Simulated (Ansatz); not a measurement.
# SnHCl3O (SMILES [OH][Sn]([Cl])([Cl])[Cl]): CAM-B3LYP/def2-SVP (core potential)

What is the electronic atomisation energy of SnHCl3O at CAM-B3LYP/def2-SVP (core potential)? 

Program for the calculation: Ansatz 0.2.0.

80 further runs of the same task are left out: 6 that didn't finish, 74 set aside as unsound or not needed.

### 1 The molecule

SnHCl3O has 6 atoms, charge 0, and is taken as a singlet. As SMILES, `[OH][Sn]([Cl])([Cl])[Cl]`. The shape is that of a PBE0-D4/def2-TZVP optimisation.

Bond lengths: O1–Sn2 1.932 Å, Sn2–Cl3 2.281 Å, Sn2–Cl4 2.296 Å, Sn2–Cl5 2.296 Å, O1–H6 0.962 Å. Angles: O1–Sn2–Cl3 106.3°, O1–Sn2–Cl4 110.7°, O1–Sn2–Cl5 110.6°, Cl3–Sn2–Cl4 110.5°, Cl3–Sn2–Cl5 110.6°, Cl4–Sn2–Cl5 108.2°, Sn2–O1–H6 113.2°.

### 2 The energy at CAM-B3LYP/def2-SVP (core potential)

Contents of input.yaml:

```yaml
crystal:
  periodic: [false, false, false]
  atoms:
    - {symbol: O, position_ang: [-0.674300, 0.477500, 1.363600]}
    - {symbol: Sn, position_ang: [0.251900, -0.201000, -0.189900]}
    - {symbol: Cl, position_ang: [1.931200, -1.529700, 0.595300]}
    - {symbol: Cl, position_ang: [-1.175400, -1.411300, -1.519500]}
    - {symbol: Cl, position_ang: [1.105000, 1.525900, -1.439200]}
    - {symbol: H, position_ang: [-1.396100, 1.074500, 1.143600]}
basis:
  gaussian:
    orbitals: def2-SVP
hamiltonian:
  xc: {name: CAM-B3LYP}
accuracy: high
output: {orbitals: {seedname: orbitals}}
```

Command:

```
$ ansatz run input.yaml --threads 1 --pin off --max-ram 3480MiB --events-out events.jsonl --progress --plain --runs-dir runs
```

Standard output:

```text
Warning: RAYON_NUM_THREADS=1 ignored (pool sized by the plan → 1); use --threads N
Functional definition: CAM-B3LYP
  name "CAM-B3LYP"
  parameter alpha = 0.19
  parameter beta = 0.46
  parameter omega = 0.33/bohr
  parameter ac = 0.81
  exchange = (1 - alpha - beta)*b88_x + beta*b88_x_sr(omega) + alpha*exact_x + beta*exact_x_lr(omega)
  correlation = (1 - ac)*vwn5_c + ac*lyp_c
2082 factors; integrals over basis functions are off by at most 3.4e-9 eV
439 factors; integrals over basis functions are off by at most 1.6e-9 eV
mean field evaluation 1: about -45447.5027 eV, gradient 5.2e1 eV
mean field evaluation 2: about -45440.2206 eV, gradient 8.1e1 eV
mean field evaluation 4: about -45452.7221 eV, gradient 2.9e0 eV
mean field evaluation 8: about -45452.8427 eV, gradient 1.5e-1 eV
mean field evaluation 16: about -45452.8428 eV, gradient 3.0e-5 eV
mean field -45452.84277346 eV, -1670.3611628812 hartree, gradient 7.7e-9 eV, S^2 0.000000; 0 other end points of the search recorded, 0 dependent functions left out
reference -45452.84279295 eV, -1670.3611635975 hartree; 41, 41 occupied and 58, 58 virtual orbitals, 2082 factors
Total energy: -45452.84279295 eV, -1670.3611635975 hartree
```

Wall time 14 s (1 thread of Arm Neoverse V1, shared host); peak memory 0.47 GiB.

### 3 The Cl atom

Contents of run.yaml:

```yaml
crystal:
  periodic: [false, false, false]
  atoms:
    - symbol: Cl
      position_ang: [0.000000, 0.000000, 0.000000]
basis:
  gaussian: {orbitals: def2-SVP}
magnetization: {spin_polarized: true, initial_magnetization: 1}
hamiltonian: {xc: {name: CAM-B3LYP}}
accuracy: high
```

Command:

```
$ ansatz run run.yaml --threads 1 --pin off --max-ram 3480MiB --events-out events.jsonl --progress --plain --runs-dir runs
```

Standard output, cut to the lines that bear on the results:

```text
Warning: RAYON_NUM_THREADS=1 ignored (pool sized by the plan → 1); use --threads N
[... 8 set-up lines as earlier in the session ...]
134 factors; integrals over basis functions are off by at most 2.6e-9 eV
55 factors; integrals over basis functions are off by at most 2.8e-9 eV
mean field evaluation 1: about -12517.3162 eV, gradient 2.8e0 eV
mean field evaluation 2: about -12517.3616 eV, gradient 6.1e-1 eV
mean field evaluation 4: about -12517.3628 eV, gradient 6.4e-1 eV
mean field evaluation 8: about -12517.3652 eV, gradient 1.7e-3 eV
mean field evaluation 16: about -12517.3652 eV, gradient 5.2e-8 eV
mean field -12517.36519224 eV, -460.0046862400 hartree, gradient 5.2e-8 eV, S^2 0.751801; 0 other end points of the search recorded, 0 dependent functions left out
reference -12517.36519980 eV, -460.0046865179 hartree; 9, 8 occupied and 9, 10 virtual orbitals, 134 factors
Total energy: -12517.36519980 eV, -460.0046865179 hartree
```

Wall time 0.91 s (1 thread of Arm Neoverse V1, shared host).

### 4 The H atom at the same level

Contents of input.yaml:

```yaml
crystal:
  periodic: [false, false, false]
  atoms:
    - {symbol: H, position_ang: [0.000000, 0.000000, 0.000000]}
basis:
  gaussian:
    orbitals: def2-SVP
magnetization:
  spin_polarized: true
  initial_magnetization: 1
hamiltonian:
  xc: {name: CAM-B3LYP}
accuracy: high
```

Run the same way, it converges to -0.49790 Eh (log not shown).

### 5 The O atom

Contents of run.yaml:

```yaml
crystal:
  periodic: [false, false, false]
  atoms:
    - {symbol: O, position_ang: [0.000000, 0.000000, 0.000000]}
basis:
  gaussian:
    orbitals: def2-SVP
magnetization:
  spin_polarized: true
  initial_magnetization: 2
hamiltonian:
  xc: {name: CAM-B3LYP}
accuracy: high
```

Run the same way, it converges to -74.97732 Eh (log not shown).

### 6 The Sn atom

Contents of input.yaml:

```yaml
basis:
  gaussian:
    orbitals: def2-SVP
crystal:
  periodic: [false, false, false]
  atoms:
    - symbol: Sn
      position_ang: [0.000000, 0.000000, 0.000000]
magnetization:
  spin_polarized: true
  initial_magnetization: 2
hamiltonian:
  xc: {name: CAM-B3LYP}
accuracy: high
```

Run the same way, it converges to -214.23055 Eh (log not shown).

### 7 Results

At CAM-B3LYP/def2-SVP (core potential):

| quantity | value |
| --- | --- |
| molecule: total energy | -1670.36116 Eh |
| molecule: HOMO energy | -10.73 eV |
| molecule: LUMO energy | -1.51 eV |
| molecule: HOMO–LUMO gap | 9.22 eV |
| Cl atom: total energy | -460.00469 Eh |
| Cl atom: ⟨S²⟩ | 0.752 |
| H atom: total energy | -0.49790 Eh |
| H atom: ⟨S²⟩ | 0.750 |
| O atom: total energy | -74.97732 Eh |
| O atom: ⟨S²⟩ | 2.002 |
| Sn atom: total energy | -214.23055 Eh |
| Sn atom: ⟨S²⟩ | 2.003 |
| electronic atomisation energy | 17.452 eV |

What this shows: Taking the molecule apart into free atoms costs 17.45 eV (402 kcal/mol), before zero-point energy and without spin-orbit coupling.
